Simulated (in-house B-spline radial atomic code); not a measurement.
# Excited states and polarisability of Eu³³⁺ by several methods

One table from this session's results is given with a row withheld; the runs are named, their logs left out.

Program: in-house B-spline radial atomic code version 1. Level of theory: linear response of a closed shell, each method with its own adiabatic kernel; spin-free one-electron X2C, finite nucleus; B-spline basis; no spin-orbit coupling, no double excitations; only terms of natural parity, (−1)^L, with L up to 3 are computed. These are calculated values, not measurements, unless marked.

### Starting point

```
element       : europium (Z = 63)
charge        : +33
configuration : [Ar] 3d10 4s2
runs          : TDHF; PBE; BSE on G0W0@HF; ωB97X; LDA (VWN5); RPBE
```

Outer shells as boxes (Hund's rule):

Eu³³⁺
```
[Ar] core
3d [↑↓][↑↓][↑↓][↑↓][↑↓]
4s [↑↓]
```

The first run:

Input settings:

```ini
Z = 63
electrons = 30.0
configuration = [Ar] 3d10 4s2
hamiltonian = x2c
method = hf
box_radius = 3.74
rms_radius = 5.1115
intervals = 64
```

Command:

```sh
$ python run_td.py task.json out
```

The settings of every run stand in task.json; they run in order.

Among the steps run: TDHF.

One table of the session follows, with a row left open; its other results are not shown here.

It belongs to the step «TDHF». 

| state | full (eV) | Tamm-Dancoff (eV) |
| --- | --- | --- |
| 4s→4p ³P | 89.545 | 90.231 |
| 4s→4p ¹P | 110.35 | 111.34 |
| 4s→4d ³D | 230.48 | 230.55 |
| 4s→4d ¹D | 239.98 | 240.11 |
| 4s→4f ³F | 362.25 | 362.31 |
| 4s→4f ¹F | 367.24 | 367.28 |
| 4s→5s ³S | 575.73 | 575.75 |
| 4s→5s ¹S | 580.78 | 580.87 |
| 4s→5p ³P | 624.72 | 624.73 |
| 4s→5p ¹P | 626.86 | 626.91 |
| 4s→5d ³D | ? | ? |
| 4s→5d ¹D | 689.09 | 689.11 |
| 4s→5f ³F | 745.32 | 745.33 |
| 4s→5f ¹F | 746.02 | 746.03 |

Estimate the missing values for 4s→5d ³D.

As computed: full (eV): 687.92; Tamm-Dancoff (eV): 687.93. In the column «full (eV)» it lies between 4s→5p ¹P (626.86) and 4s→5d ¹D (689.09).
